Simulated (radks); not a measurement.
# Ionising iridium step by step, Ir⁶⁰⁺ to Ir⁷⁶⁺

One table from this session's results is given with a row withheld; the runs are named, their logs left out.

The numbers are computed with radks (a radial shooting solver on a logarithmic mesh, Libxc functionals) version 1 (scalar-relativistic Kohn-Sham, LB94 model potential, spin-polarised, spherical densities, finite nucleus; open shells are filled with parallel spins first), except any that are marked as measured or tabulated.

### Starting point

| Item | Value |
| --- | --- |
| element | iridium (Z = 77) |
| charges | 60 to 76 |
| first configuration | [Ne] 3s2 3p5 |
| last configuration | 1s1 |

Outer shells as boxes (Hund's rule):

Ir⁶⁰⁺
```
[Ne] core
3s [↑↓]
3p [↑↓][↑↓][↑ ]
```

Ir⁷⁶⁺
```
1s [↑ ]
```

LB94 adds a gradient term to the LDA potential that gives it a −1/r tail. It is a model potential with no energy functional, so Etot and Exc are not given.

Set-up of the first run:

The run's settings:

```text
Z 77
configuration [Ne] 3s2 3p5
relativity scalar-relativistic
functional lda,pw
model_potential LB94
spin polarised
nucleus finite rms 5.4032 fm
c 137.035999084
```

Among the steps run: Ir⁶⁰⁺, [Ne] 3s2 3p5; Ir⁶¹⁺, [Ne] 3s2 3p4; Ir⁶²⁺, [Ne] 3s2 3p3; Ir⁶³⁺, [Ne] 3s2 3p2; Ir⁶⁴⁺, [Ne] 3s2 3p1; Ir⁶⁵⁺, [Ne] 3s2; Ir⁶⁶⁺, [Ne] 3s1; Ir⁶⁷⁺, [Ne]; Ir⁶⁸⁺, [He] 2s2 2p5; Ir⁶⁹⁺, [He] 2s2 2p4; Ir⁷⁰⁺, [He] 2s2 2p3; Ir⁷¹⁺, [He] 2s2 2p2; Ir⁷²⁺, [He] 2s2 2p1; Ir⁷³⁺, [He] 2s2; Ir⁷⁴⁺, [He] 2s1; Ir⁷⁵⁺, [He]; Ir⁷⁶⁺, 1s1.

One table of the session follows, with a row left open; its other results are not shown here.

```
species  −ε(HOMO) (eV)
  Ir⁶⁰⁺         6564.3
  Ir⁶¹⁺         6695.2
  Ir⁶²⁺         6847.0
  Ir⁶³⁺         6980.3
  Ir⁶⁴⁺         7114.1
  Ir⁶⁵⁺         7746.5
  Ir⁶⁶⁺         7886.0
  Ir⁶⁷⁺        17485.9
  Ir⁶⁸⁺              ?
  Ir⁶⁹⁺        18187.3
  Ir⁷⁰⁺        18623.5
  Ir⁷¹⁺        18985.2
  Ir⁷²⁺        19344.5
  Ir⁷³⁺          21244
  Ir⁷⁴⁺          21593
  Ir⁷⁵⁺          86589
  Ir⁷⁶⁺          88080
```

Estimate the missing values for Ir⁶⁸⁺.

As computed: −ε(HOMO) (eV): 17837.7. In the column «−ε(HOMO) (eV)» it lies between Ir⁶⁷⁺ (17485.9) and Ir⁶⁹⁺ (18187.3).

Per unit of the charge left behind, the cost jumps most at Ir⁷⁵⁺ ([He]): from 21593 to 86589 eV. There the highest level belongs to another shell. Open shells are spherical and high-spin; term and fine-structure splittings are not resolved. Spin-orbit splitting is averaged out at the scalar-relativistic level.
